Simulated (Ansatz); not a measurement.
**ZrTi2: squeezing one contact**

The task here is to estimate one member of a computed series from the others.

Program: Ansatz 0.2.0. Level of theory: DFT PBEsol, with the methods named in each step. These are calculated values, not measurements.

### Starting point

The structure is hexagonal, space group P6/mmm (No. 191). Conventional cell: a = 4.724 Å, b = 4.724 Å, c = 3.003 Å, α = 90.00°, β = 90.00°, γ = 120.00°. Zr (site symmetry 6/mmm) has 2 Zr at 3.00 Å and 12 Ti at 3.11 Å as nearest neighbours. Around Ti (site symmetry -6m2) lie 5 Ti at 2.73 to 3.00 Å and 6 Zr at 3.11 Å.

Structure file:

```
Zr Ti
1.0
     4.72441    0.00000    0.00000
    -2.36221    4.09146    0.00000
     0.00000    0.00000    3.00345
Zr Ti
1 2
Direct
  0.00000 0.00000 0.00000
  0.66667 0.33333 0.50000
  0.33333 0.66667 0.50000
```

Atoms are numbered in the order of the input: Zr1, Ti2, Ti3.

Set-up of the first run:

Input file input.yaml:

```yaml
crystal:
  lattice:
    - [4.7244142807, 0.0, 0.0]
    - [-2.3622071403, 4.0914627851, 0.0]
    - [0.0, 0.0, 3.00344532]
  atoms:
    - { symbol: Zr, position: [0.0, 0.0, 0.0] }
    - { symbol: Ti, position: [0.6666666667, 0.3333333333, 0.5] }
    - { symbol: Ti, position: [0.3333333333, 0.6666666667, 0.5] }
kpoints:
  mp_grid: { grid: [7, 7, 10] }
scf:
  occupations: { method: fermi_dirac, width: 0.05 }
hamiltonian:
  xc: pbesol
  pseudopotentials: { kind: all_electron, lapw: { basis_error: 0.001 } }
output:
  forces: true
  stress: true
  eigenvalues: true
  populations: true
```

Started as:

```console
ansatz run input.yaml --threads 1 --pin off --max-ram 3072MiB --backend cpu --events-out ev --progress --plain --runs-dir out
```

Among the steps run: The bond as given, LAPW; Shortest bond scaled by 1, norm-conserving; Shortest bond scaled by 0.94, LAPW; Shortest bond scaled by 0.82, LAPW; Shortest bond scaled by 0.64, LAPW; Shortest bond scaled by 0.64, crystal datasets; Shortest bond scaled by 0.58, LAPW; Shortest bond scaled by 0.58, crystal datasets.

One table of the session follows, with a row left open; its other results are not shown here.

| method | length (Å) | force along the bond (eV/Å) | pressure (GPa) | largest force (eV/Å) |
| --- | --- | --- | --- | --- |
| LAPW | 1.582 | 23.041 | 33.89 | 23.041 |
| LAPW | 1.746 | 9.412 | 14.50 | 9.412 |
| LAPW | 2.237 | 2.461 | -0.89 | 2.461 |
| LAPW | 2.564 | 0.512 | -3.61 | 0.512 |
| LAPW | 2.728 | 0.000 | -3.91 | 0.000 |
| PAW | 1.582 | 22.118 | 32.49 | 22.118 |
| PAW | 1.746 | 9.095 | 13.97 | 9.095 |
| PAW | 2.237 | 2.463 | -0.89 | 2.463 |
| PAW | 2.564 | 0.513 | -3.61 | 0.513 |
| PAW | 2.728 | 0.000 | -3.91 | 0.000 |
| PAW (cutoff 600 eV) | 1.582 | 22.101 | 32.45 | 22.101 |
| crystal datasets | 1.582 | ? | ? | ? |
| crystal datasets | 1.746 | 9.412 | 14.50 | 9.412 |
| norm-conserving | 2.728 | 0.000 | -3.84 | 0.000 |

**Question.** Estimate the row for crystal datasets, 1.582.

**Answer.** force along the bond (eV/Å): 23.044; pressure (GPa): 33.89; largest force (eV/Å): 23.044. In the column «force along the bond (eV/Å)» it is the highest.

Limits of these values: Warnings in the runs' records: gradients without spin orbit, crystal datasets made.
